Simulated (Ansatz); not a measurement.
A nudged elastic band was laid between two geometries of a periodic cell of 63 atoms, GaSi62 (host Si, host structure diamond, dopant Ga, one Si atom removed).

These are results of DFT LDA, scalar-relativistic, plane waves, PAW in Ansatz 0.2.0, not measurements. Settings: PAW set soft_1, cutoff 420 eV, k mesh 1x1x1, gaussian smearing 0.05 eV, spin collinear.

```json
{"movable images": "5", "climbing image": "yes", "spring": "5.0 eV/Å²", "optimiser": "quadratic models (default)", "start path": "IDPP", "force threshold": "0.03 eV/Å", "iteration limit": "53", "end points": "relaxed"}
```

First end point:

```xyz
63
Lattice="10.8600 0.0000 0.0000 0.0000 10.8600 0.0000 0.0000 0.0000 10.8600" Properties=species:S:1:pos:R:3
Ga 5.514 -0.081 0.079
Si 6.806 1.431 1.367
Si 8.176 2.732 0.002
Si 9.527 4.086 1.355
Si 8.139 0.006 2.699
Si 9.512 1.361 4.071
Si 0.001 0.000 -0.005
Si 1.376 1.332 1.352
Si 2.732 2.702 0.010
Si 4.103 4.059 1.351
Si 5.434 5.434 -0.006
Si 6.789 6.792 1.348
Si 8.137 8.158 -0.011
Si 9.502 9.506 1.349
Si 2.702 -0.007 2.738
Si 4.081 1.354 4.073
Si 5.442 2.733 2.737
Si 6.796 4.086 4.088
Si 8.147 5.437 2.707
Si 9.507 6.788 4.067
Si 5.434 0.001 5.421
Si 6.792 1.332 6.796
Si 8.148 2.729 5.437
Si 9.525 4.063 6.792
Si 8.176 -0.008 8.123
Si 9.513 1.353 9.501
Si 0.005 5.429 -0.009
Si 1.349 6.767 1.355
Si 2.702 8.118 0.002
Si 4.003 9.488 1.367
Si 0.017 2.730 2.707
Si 1.372 4.064 4.085
Si 2.706 5.418 2.708
Si 4.076 6.785 4.071
Si 5.430 8.157 2.698
Si 6.789 9.507 4.063
Si 0.006 0.004 5.426
Si 1.390 1.346 6.811
Si 2.730 2.704 5.439
Si 4.088 4.046 6.810
Si 5.431 5.428 5.427
Si 6.796 6.767 6.769
Si 8.147 8.148 5.418
Si 9.527 9.500 6.769
Si 2.734 -0.013 8.155
Si 5.452 2.704 8.151
Si 6.792 4.060 9.523
Si 8.148 5.418 8.126
Si 9.510 6.786 9.494
Si -0.001 8.148 2.707
Si 1.349 9.499 4.088
Si 0.002 5.432 5.423
Si 1.372 6.770 6.792
Si 2.706 8.147 5.438
Si 4.103 9.505 6.797
Si 0.019 2.704 8.151
Si 1.390 4.046 9.509
Si 2.731 5.416 8.152
Si 4.082 6.783 9.501
Si 5.443 8.119 8.122
Si 6.804 9.491 9.425
Si 0.018 8.148 8.125
Si 1.376 9.504 9.523
```

Last end point:

Only the atoms that move by more than 0.05 Å are listed.
```
Ga1 4.026 1.404 -1.404
Si2 6.771 1.367 1.341
Si3 8.136 2.712 -0.020
Si8 1.333 1.361 1.380
Si9 2.712 2.718 0.080
Si10 4.069 4.097 1.380
Si25 8.136 0.020 8.148
Si30 4.063 9.519 1.341
Si45 2.712 -0.080 8.142
Si46 5.510 2.718 8.142
Si55 4.069 9.480 6.763
Si60 5.410 8.154 8.148
Si61 6.771 9.519 9.493
Si63 1.333 9.480 9.499
```

Task: What changes between the two ends?

Result: Contacts lost: Ga1–Si2, Ga1–Si30, Ga1–Si61. Contacts made: Ga1–Si9, Ga1–Si45, Ga1–Si46. The atom that moves furthest is Ga1, by 2.57 Å; four of its nearest neighbours are Si30 2.37, Si2 2.37, Si61 2.37, Si35 3.71 Å at the first end and Si45 2.38, Si46 2.38, Si9 2.38, Si57 3.74 Å at the last.

Task: Give the energies along the band, and the barrier.

Result: It converged. The highest image is number 3 of 0 to 6, 0.279 eV above the ends, which have the same energy within 2 meV. By the program's own check the climbing image is a first-order saddle point (lowest curvatures found: -0.87 and 0.43 eV/Å²). Limits of this set-up: coarse k mesh, PAW files made for another functional.

```csv
image,path coordinate (Å),energy (eV),Ga1–Si2 (Å),Ga1–Si30 (Å),Ga1–Si61 (Å)
0,0.00,0.000,2.37,2.37,2.37
1,0.47,0.065,2.43,2.43,2.43
2,0.95,0.198,2.55,2.56,2.55
3,1.42,0.279,2.76,2.84,2.78
4,1.88,0.204,3.12,3.18,3.13
5,2.33,0.076,3.50,3.53,3.51
6,2.79,0.001,3.88,3.88,3.88
```

Task: What is the geometry of the highest image?

Result: 
```xyz
63
Lattice="10.8600 0.0000 0.0000 0.0000 10.8600 0.0000 0.0000 0.0000 10.8600" Properties=species:S:1:pos:R:3:forces:R:3
Ga 4.789 0.700 -0.687 0.00 0.00 0.00
Si 6.658 1.403 1.225 0.00 0.00 0.00
Si 8.157 2.732 -0.003 0.00 0.00 0.00
Si 9.516 4.081 1.380 0.00 0.00 0.00
Si 8.057 0.035 2.626 0.01 0.00 0.00
Si 9.489 1.351 4.051 0.00 0.00 0.00
Si -0.001 -0.001 -0.001 0.00 0.00 0.00
Si 1.357 1.351 1.367 0.00 0.00 0.00
Si 2.840 2.590 0.036 0.01 -0.01 0.00
Si 4.082 4.073 1.373 0.00 0.01 0.00
Si 5.434 5.428 -0.002 0.00 0.00 0.00
Si 6.771 6.819 1.336 0.00 0.00 0.00
Si 8.061 8.225 -0.036 0.01 0.00 0.00
Si 9.467 9.519 1.338 0.00 0.00 0.00
Si 2.709 0.003 2.718 0.00 0.00 0.01
Si 4.079 1.355 4.075 0.00 0.00 0.00
Si 5.433 2.727 2.725 0.00 0.00 0.00
Si 6.808 4.086 4.076 0.00 0.00 0.00
Si 8.136 5.461 2.701 0.00 0.00 0.00
Si 9.507 6.787 4.071 0.00 0.00 0.00
Si 5.435 0.000 5.428 0.00 0.00 0.00
Si 6.810 1.354 6.776 0.00 0.00 0.00
Si 8.164 2.731 5.422 0.00 0.00 0.00
Si 9.540 4.057 6.801 0.00 0.00 0.00
Si 8.155 0.002 8.127 0.00 0.00 0.00
Si 9.506 1.355 9.503 0.00 0.00 0.00
Si 0.018 5.416 -0.001 0.00 0.00 0.00
Si 1.348 6.788 1.370 0.00 0.00 0.00
Si 2.710 8.140 -0.005 0.00 0.00 0.00
Si 4.047 9.610 1.247 -0.01 0.02 -0.01
Si 0.007 2.724 2.731 0.00 0.00 0.00
Si 1.376 4.057 4.105 0.00 0.00 0.00
Si 2.699 5.433 2.725 0.00 0.00 0.00
Si 4.076 6.793 4.065 -0.01 0.00 0.00
Si 5.402 8.211 2.645 0.01 0.00 0.00
Si 6.770 9.521 4.037 0.00 0.00 0.00
Si 0.014 -0.003 5.439 0.00 0.00 0.00
Si 1.433 1.322 6.863 0.00 0.00 0.00
Si 2.739 2.692 5.467 0.00 0.00 0.00
Si 4.115 3.975 6.881 0.00 0.00 0.00
Si 5.429 5.407 5.452 0.00 0.00 0.00
Si 6.805 6.785 6.771 0.00 0.00 0.00
Si 8.136 8.157 5.397 0.00 0.00 0.00
Si 9.514 9.477 6.777 0.00 0.00 0.00
Si 2.833 -0.035 8.261 0.02 -0.01 0.01
Si 5.486 2.577 8.280 -0.01 0.00 0.00
Si 6.811 4.081 9.504 0.00 0.00 0.00
Si 8.162 5.437 8.123 0.00 0.00 0.00
Si 9.492 6.803 9.504 0.00 0.00 0.00
Si -0.027 8.157 2.701 0.00 0.00 0.00
Si 1.349 9.485 4.072 0.00 0.00 0.00
Si 0.007 5.428 5.431 0.00 0.00 0.00
Si 1.377 6.754 6.801 0.00 0.00 0.00
Si 2.701 8.131 5.427 0.00 0.00 0.00
Si 4.082 9.487 6.785 0.00 0.00 -0.01
Si 0.037 2.691 8.166 0.00 0.00 0.00
Si 1.438 3.989 9.537 0.00 0.00 0.00
Si 2.739 5.389 8.165 0.00 0.00 0.00
Si 4.078 6.780 9.502 0.00 0.00 0.00
Si 5.432 8.135 8.133 0.00 0.00 0.00
Si 6.662 9.627 9.460 0.00 0.00 0.00
Si 0.008 8.128 8.133 0.00 0.00 0.00
Si 1.358 9.492 9.507 -0.01 0.00 0.00
```

Time of the run: 4.8 min on 4 threads of Arm Neoverse V2 (shared host), peak memory 4.4 GiB.
